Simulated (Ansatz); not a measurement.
**GaHCl2: a dynamics run in two tries**

Aim: a short trajectory for this system. Host space group C2/c.

All numbers below are computed with Ansatz 0.2.0 (DFT PBE+D3(BJ), plane waves, PAW, scalar-relativistic, no spin polarisation).

### Step 1. The structure to begin with

The cell holds 16 atoms (Cl8Ga4H4): a = 5.606 Å, b = 5.606 Å, c = 8.279 Å, α = 90.90°, β = 90.90°, γ = 124.27°.

As a file:

```
Ga H Cl
1.0
     2.62061   -4.95633    0.00000
     2.62061    4.95633    0.00000
    -0.27791    0.00000    8.27388
Ga H Cl
4 4 8
Direct
  0.13197 0.36152 0.58392
  0.65998 0.89186 0.90272
  0.92415 0.70633 0.38355
  0.34073 0.12995 0.11001
  0.39638 0.49039 0.71211
  0.61742 0.63053 0.80434
  0.64015 0.61478 0.31419
  0.46624 0.44117 0.15359
  0.67249 0.90398 0.57174
  0.12113 0.35394 0.92445
  0.38910 0.17401 0.41562
  0.89906 0.67036 0.05884
  0.09164 0.41933 0.28302
  0.58355 0.88520 0.19170
  0.88595 0.54946 0.67819
  0.41155 0.07988 0.80729
```

### Step 2. First attempt

Input file input.yaml:

```yaml
accuracy: low
crystal:
  lattice:
    - [2.6206069039, -4.9563329214, 0.0]
    - [2.6206069039, 4.9563329214, 0.0]
    - [-0.2779101095, 0.0, 8.2738788703]
  atoms:
    - { symbol: Ga, position: [0.13197412, 0.36152354, 0.58391751] }
    - { symbol: Ga, position: [0.65998021, 0.89186148, 0.90271569] }
    - { symbol: Ga, position: [0.92415005, 0.70633162, 0.38354646] }
    - { symbol: Ga, position: [0.34072537, 0.12994531, 0.11001304] }
    - { symbol: H, position: [0.39638108, 0.49039053, 0.71210765] }
    - { symbol: H, position: [0.61742459, 0.63053346, 0.80434075] }
    - { symbol: H, position: [0.64015208, 0.61478268, 0.3141917] }
    - { symbol: H, position: [0.46624096, 0.44116665, 0.1535856] }
    - { symbol: Cl, position: [0.67248763, 0.90397743, 0.57174287] }
    - { symbol: Cl, position: [0.12112845, 0.35393735, 0.92444558] }
    - { symbol: Cl, position: [0.38909553, 0.17401486, 0.41562184] }
    - { symbol: Cl, position: [0.89905581, 0.67035882, 0.05884373] }
    - { symbol: Cl, position: [0.09164423, 0.41932763, 0.28302152] }
    - { symbol: Cl, position: [0.58355427, 0.88520466, 0.1917037] }
    - { symbol: Cl, position: [0.88595361, 0.54945512, 0.67818774] }
    - { symbol: Cl, position: [0.41154657, 0.07988125, 0.80729363] }
basis:
  ecutwfc: 420.0
kpoints:
  mp_grid: { grid: [2, 2, 1] }
hamiltonian:
  xc: pbe
  dispersion: d3bj
scf:
  occupations: { method: fermi_dirac, width: 0.05 }
  lower_state_search: "off"
  max_iter: 65
md:
  timestep: -0.5
  n_steps: 25
  ensemble: nvt_nose_hoover
  temperature: 800.0
  initial_velocities: maxwell_boltzmann
  seed: 963242
  nose_hoover: { tau: 200.0, chain_length: 3 }
```

Command:

```
$ ansatz run input.yaml --threads 1 --pin off --max-ram 3072MiB --backend cpu --events-out ev --progress --plain --runs-dir out
```

What does the calculation give? Wanted: first try.

The runs gave:

| quantity | value |
| --- | --- |
| first try | refused |
| cause | the time step is negative |

In words: The fault in the first input was caught at the input check and cost nothing.
